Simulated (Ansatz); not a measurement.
A nudged elastic band was laid between two geometries of a periodic cell of 17 atoms, Si$_{16}$Ge (host Si, host structure diamond, interstitial Ge).

The calculation used DFT PBEsol, scalar-relativistic, plane waves, PAW in Ansatz 0.2.0. Settings: PAW set soft_1, cutoff 420 eV, k mesh 2x2x2, gaussian smearing 0.02 eV, no spin polarisation.

```json
{"movable images": "7", "climbing image": "yes", "spring": "2.0 eV/Å²", "optimiser": "quadratic models (default)", "start path": "straight line", "force threshold": "0.05 eV/Å", "iteration limit": "36", "end points": "relaxed"}
```

Image 0:

```xyz
17
Lattice="0.0000 5.4300 5.4300 5.4300 0.0000 5.4300 5.4300 5.4300 0.0000" Properties=species:S:1:pos:R:3
Si 0.028 -0.045 -0.050
Si 1.395 1.360 1.356
Si 2.713 2.725 -0.008
Si 4.079 4.020 1.359
Si 2.714 -0.003 2.719
Si 4.080 1.363 4.015
Si 5.451 2.728 2.725
Si 6.800 4.077 4.071
Si 0.027 2.763 2.763
Si 1.356 4.072 4.073
Si 2.695 5.380 2.770
Si 4.079 6.788 4.129
Si 2.697 2.768 5.376
Si 4.080 4.129 6.784
Si 5.450 5.423 5.420
Si 6.761 6.790 6.787
Ge 9.499 6.787 6.787
```

Image 8:

```xyz
17
Lattice="0.0000 5.4300 5.4300 5.4300 0.0000 5.4300 5.4300 5.4300 0.0000" Properties=species:S:1:pos:R:3
Si 0.005 -0.002 0.002
Si 1.351 1.348 1.352
Si 2.720 2.713 0.057
Si 4.089 4.078 1.352
Si 2.720 0.053 2.717
Si 4.088 1.348 4.081
Si 5.403 2.713 2.717
Si 6.769 4.121 4.125
Si 0.037 2.713 2.717
Si 1.351 4.078 4.081
Si 2.720 5.373 2.717
Si 4.100 6.736 4.125
Si 2.720 2.713 5.376
Si 4.100 4.120 6.739
Si 5.434 5.428 5.432
Si 6.769 6.735 6.738
Ge 8.149 8.143 8.147
```

What changes between the two ends?

Contacts lost: Si1–Ge17. Contacts made: Si8–Ge17. The atom that moves furthest is Ge17, by 2.35 Å; four of its nearest neighbours are Si11 2.42, Si13 2.42, Si1 2.42, Si9 2.43 Å at the first end and Si8 2.42, Si16 2.42, Si12 2.42, Si14 2.42 Å at the last.

What energy profile does the band end with?

The run converged. The highest image is number 4 of 0 to 8, 0.33 eV above the ends, which have the same energy within 2 meV. By the program's own check the climbing image is of a kind that is not told: the force calls were inconclusive, a negative curvature could not be distinguished from the path's own, the only one lies far off the path, or fixed occupations may fill a level only in part (lowest curvatures found: -1.34 and 0.31 eV/Å²). Limits of this set-up: coarse k mesh, PAW files made for another functional, a small cell, in which the defect meets its images.

| image | path coordinate (Å) | energy (eV) | Si1–Ge17 (Å) | Si8–Ge17 (Å) |
| --- | --- | --- | --- | --- |
| 0 | 0.00 | 0.00 | 2.42 | 4.69 |
| 1 | 0.38 | 0.05 | 2.45 | 4.39 |
| 2 | 0.75 | 0.20 | 2.48 | 4.10 |
| 3 | 1.12 | 0.30 | 2.61 | 3.81 |
| 4 | 1.50 | 0.33 | 2.78 | 3.41 |
| 5 | 2.03 | 0.32 | 3.28 | 2.83 |
| 6 | 2.56 | 0.30 | 3.86 | 2.60 |
| 7 | 3.10 | 0.10 | 4.28 | 2.46 |
| 8 | 3.63 | 0.00 | 4.70 | 2.42 |

What is the geometry of the highest image?


```xyz
17
Lattice="0.0000 5.4300 5.4300 5.4300 0.0000 5.4300 5.4300 5.4300 0.0000" Properties=species:S:1:pos:R:3:forces:R:3
Si -0.290 0.294 0.297 -0.01 0.03 0.02
Si 1.402 1.448 1.449 0.03 -0.01 -0.01
Si 2.792 2.638 0.003 0.00 0.01 0.00
Si 3.995 4.023 1.442 0.00 -0.01 0.00
Si 2.792 0.003 2.640 0.00 0.00 0.01
Si 3.995 1.440 4.026 0.00 -0.01 -0.02
Si 5.436 2.632 2.634 0.00 0.01 0.00
Si 6.993 3.866 3.867 0.00 0.00 0.00
Si 0.160 2.855 2.854 0.00 -0.01 -0.01
Si 1.089 4.350 4.349 0.01 0.00 0.00
Si 2.595 5.259 2.857 0.02 -0.01 0.00
Si 4.175 6.686 4.164 -0.02 0.00 0.01
Si 2.594 2.858 5.258 0.01 0.01 -0.01
Si 4.174 4.166 6.685 -0.02 0.01 0.00
Si 5.636 5.231 5.231 0.01 -0.02 -0.02
Si 6.715 6.685 6.685 0.00 0.02 0.02
Ge 8.962 7.333 7.332 -0.02 -0.01 0.00
```

Time of the run: 31 min on 1 thread of Arm Neoverse V2, with other jobs on the host, peak memory 1 GiB.
